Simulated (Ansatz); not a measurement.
# CH₆BFSi₂: one species, many methods

One table from this session's results is given with a row withheld; the runs are named, their logs left out.

The runs use Ansatz 0.2.0, Gaussian basis; functionals in def2-TZVPP, the program's frozen cores in correlated methods.

The runs, in order: LDA (SPW92), PBE-D4, revPBE-D4, BLYP-D4, r2SCAN-D4, B97M-V, PBE0-D4, B3LYP-D4, r2SCANh-D4, r2SCAN0-D4, HSE06-D4, BHLYP-D4, CAM-B3LYP-D4, LC-ωPBE, ωB97X-V, ωB97M-V, B2PLYP, PBE-QIDH; CCSD(T)/def2-SVP; CCSD(T)/def2-TZVPP; MP2/def2-QZVPP; extrapolation to the limit; RPA on PBE.

### The relaxed structure

An earlier PBE0-D4 in a triple-zeta def2 set relaxation fixed the geometry.

SMILES `FB[SiH]1C[SiH2]1`, 11 atoms, charge 0, spin multiplicity 1.

Atoms are counted from 1 here; the program's logs count them from 0.

Bond lengths: F1–B2 1.326 Å, B2–Si3 1.994 Å, B2–H6 1.201 Å, Si3–C4 1.910 Å, Si3–Si5 2.275 Å, Si3–H7 1.482 Å, C4–Si5 1.877 Å, C4–H8 1.087 Å, C4–H9 1.088 Å, Si5–H10 1.480 Å, Si5–H11 1.481 Å. Angles: F1–B2–Si3 118.8°, F1–B2–H6 116.9°, Si3–B2–H6 124.2°, B2–Si3–C4 118.0°, B2–Si3–Si5 113.5°, B2–Si3–H7 120.2°, C4–Si3–Si5 52.4°, C4–Si3–H7 116.4°, Si5–Si3–H7 118.1°, Si3–C4–Si5 73.8°, Si3–C4–H8 115.5°, Si3–C4–H9 116.0°, Si5–C4–H8 118.0°, Si5–C4–H9 116.8°, H8–C4–H9 111.9°, Si3–Si5–C4 53.7°, Si3–Si5–H10 121.0°, Si3–Si5–H11 121.1° and more.

The first run:

The input, in.yaml:

```yaml
crystal:
  periodic: [false, false, false]
  atoms:
    - {symbol: F, position_ang: [-1.975531, 1.661785, 0.563315]}
    - {symbol: B, position_ang: [-0.684184, 1.940893, 0.678241]}
    - {symbol: Si, position_ang: [0.639298, 0.460343, 0.499984]}
    - {symbol: C, position_ang: [-0.021105, -1.330670, 0.436074]}
    - {symbol: Si, position_ang: [0.313247, -0.832506, -1.342939]}
    - {symbol: H, position_ang: [-0.389089, 3.097281, 0.816550]}
    - {symbol: H, position_ang: [2.025459, 0.634190, 0.995938]}
    - {symbol: H, position_ang: [-1.056051, -1.460154, 0.743714]}
    - {symbol: H, position_ang: [0.627482, -2.093166, 0.861235]}
    - {symbol: H, position_ang: [-0.862007, -0.626912, -2.219063]}
    - {symbol: H, position_ang: [1.447781, -1.508185, -2.012748]}
basis:
  gaussian: {orbitals: def2-TZVPP}
hamiltonian: {xc: lda}
output: {orbitals: {seedname: orbitals}}
```

The run is started by

```console
$ ansatz run in.yaml --threads 4 --pin off --events-out ev --progress --plain --max-ram 10444MiB
```

Among the steps run: LDA; PBE-D4 (GGA); revPBE-D4 (GGA); BLYP-D4 (GGA); r2SCAN-D4 (meta-GGA); B97M-V (meta-GGA); PBE0-D4 (hybrid); B3LYP-D4 (hybrid); r2SCANh-D4 (hybrid); r2SCAN0-D4 (hybrid); HSE06-D4 (hybrid); BHLYP-D4 (hybrid); CAM-B3LYP-D4 (range-separated); LC-ωPBE (range-separated); ωB97X-V (range-separated); ωB97M-V (range-separated); B2PLYP (double hybrid); PBE-QIDH (double hybrid).

One of the session's tables, all rows but one given; the rest of the session is left out.

It belongs to the step «Frontier levels by functional». 

| functional | HOMO (eV) | LUMO (eV) | gap (eV) |
| --- | --- | --- | --- |
| LDA (SPW92) | -5.88 | -2.88 | 3.00 |
| PBE-D4 | ? | ? | ? |
| revPBE-D4 | -5.69 | -2.56 | 3.14 |
| BLYP-D4 | -5.57 | -2.49 | 3.09 |
| r2SCAN-D4 | -5.93 | -2.42 | 3.50 |
| B97M-V | -5.96 | -2.52 | 3.44 |
| PBE0-D4 | -6.67 | -1.80 | 4.87 |
| B3LYP-D4 | -6.47 | -1.98 | 4.50 |
| r2SCANh-D4 | -6.27 | -2.12 | 4.15 |
| r2SCAN0-D4 | -6.79 | -1.67 | 5.12 |
| HSE06-D4 | -6.28 | -2.17 | 4.11 |
| BHLYP-D4 | -7.46 | -0.83 | 6.63 |
| CAM-B3LYP-D4 | -7.82 | -0.73 | 7.08 |
| LC-ωPBE | -9.04 | 0.36 | 9.40 |
| ωB97X-V | -8.75 | 0.29 | 9.04 |
| ωB97M-V | -8.57 | 0.07 | 8.65 |

Q: Estimate the row for PBE-D4 from the others.

**Answer.** HOMO (eV): -5.75; LUMO (eV): -2.65; gap (eV): 3.10. In the column «HOMO (eV)» it lies between LDA (SPW92) (-5.88) and revPBE-D4 (-5.69).
